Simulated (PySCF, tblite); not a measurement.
**C₅H₁₀N₂SeSi: geometry, infrared bands and NMR shifts**

Wanted: the infrared bands and NMR shifts of C₅H₁₀N₂SeSi (`CCc1cn([SiH2][SeH])cn1`), by calculation.

The runs use tblite 0.8.0 and PySCF 2.14.0, with density-fitted response routines of our own; the level of theory stands in each step. All values are computed, except where a source is named. Atoms are numbered from 0 throughout.

**1. The molecule as given**

19 atoms, charge 0, multiplicity 1; geometry from: force field or distance geometry start.

Bonds of the start (Å): C0–C1 1.52, C1–C2 1.48, C2–C3 1.37, C3–N4 1.35, N4–Si5 1.79, Si5–Se6 2.28, N4–C7 1.35, C7–N8 1.34, N8–C2 1.35, C0–H9 1.12, C0–H10 1.11, C0–H11 1.11, C1–H12 1.09, C1–H13 1.12, C3–H14 1.10, Si5–H15 1.47, Si5–H16 1.47, Se6–H17 1.53, C7–H18 1.09.

**2. Relaxing the molecule with GFN2-xTB**

What the job is given:

```
{"job": {"kind": "relax", "xc": "GFN2-xTB", "basis": "xTB"}, "charge": 0, "multiplicity": 1}
C      3.067200    -0.622000    -0.220700
C      2.344100     0.594600    -0.767500
C      0.884900     0.559000    -0.534500
C      0.098300    -0.387000     0.065900
N     -1.186700     0.021700     0.040900
Si    -2.644600    -0.812700     0.673600
Se    -4.294700     0.643900     1.256600
C     -1.187800     1.219300    -0.588400
N      0.059300     1.550800    -0.944300
H      4.021100    -0.272000     0.252400
H      3.385100    -1.287400    -1.050000
H      2.470900    -1.216900     0.503900
H      2.590000     0.659900    -1.827400
H      2.764200     1.498600    -0.266000
H      0.434200    -1.325500     0.524200
H     -3.108900    -1.722200    -0.384500
H     -2.259900    -1.541100     1.895900
H     -5.334300     0.668600     0.132200
H     -2.112400     1.779800    -0.754800
```

Launch:

```bash
$ OMP_NUM_THREADS=1 python probes_run.py task.json out
```

One launch serves the whole session: the jobs run in the order shown.

**Question.** This job is followed by: GFN2-xTB harmonic vibrations, gas phase; GIAO PBE0/pcSseg-1 NMR shielding, non-relativistic, gas phase. What will the session give for the following? strongest single infrared mode (GFN2-xTB); zero-point energy (GFN2-xTB); 13C shifts against TMS (PBE0/pcSseg-1); 1H shifts against TMS (PBE0/pcSseg-1, means over atoms taken as alike); 15N shifts against NH3 (PBE0/pcSseg-1); 29Si shifts against TMS (PBE0/pcSseg-1); 77Se shifts against Me2Se (PBE0/pcSseg-1); surface potential, 1st and 99th percentile.

**Answer**, as computed:

| quantity | value |
| --- | --- |
| strongest single infrared mode (GFN2-xTB) | 710 cm⁻¹, 500 km/mol |
| zero-point energy (GFN2-xTB) | 87.0 kcal/mol |
| 13C shifts against TMS (PBE0/pcSseg-1) | 156.3, 143.5, 117.1, 26.5, 12.5 ppm |
| 1H shifts against TMS (PBE0/pcSseg-1, means over atoms taken as alike) | 7.55, 6.58, 5.92, 2.97, 1.33, 0.64 ppm |
| 15N shifts against NH3 (PBE0/pcSseg-1) | 314.1, 178.2 ppm |
| 29Si shifts against TMS (PBE0/pcSseg-1) | -25.5 ppm |
| 77Se shifts against Me2Se (PBE0/pcSseg-1) | -484 ppm |
| surface potential, 1st and 99th percentile | -1.92 V and 1.50 V |

**Reading.** Relaxing lowered the energy by 0.568 eV in 174 steps; the close pair that moved most is Se6–H17, from 1.532 to 1.437 Å. No mode is imaginary among the 51: a minimum at this level. The strongest single mode, at 710 cm⁻¹, is carried by H16, H15, Si5. Unscaled tight-binding wavenumbers are off by several per cent, some by more. Its intensities can rank the bands wrongly. At PBE0/pcSseg-1: The widest tensor belongs to Se6: span 585 ppm, with a paramagnetic part of -759 ppm. NICS(1)zz of -28 ppm above the planar ring from C2 marks a diatropic (aromatic) ring current. Spin-orbit coupling is left out, which matters for shieldings and couplings at and beside the heavy atoms.
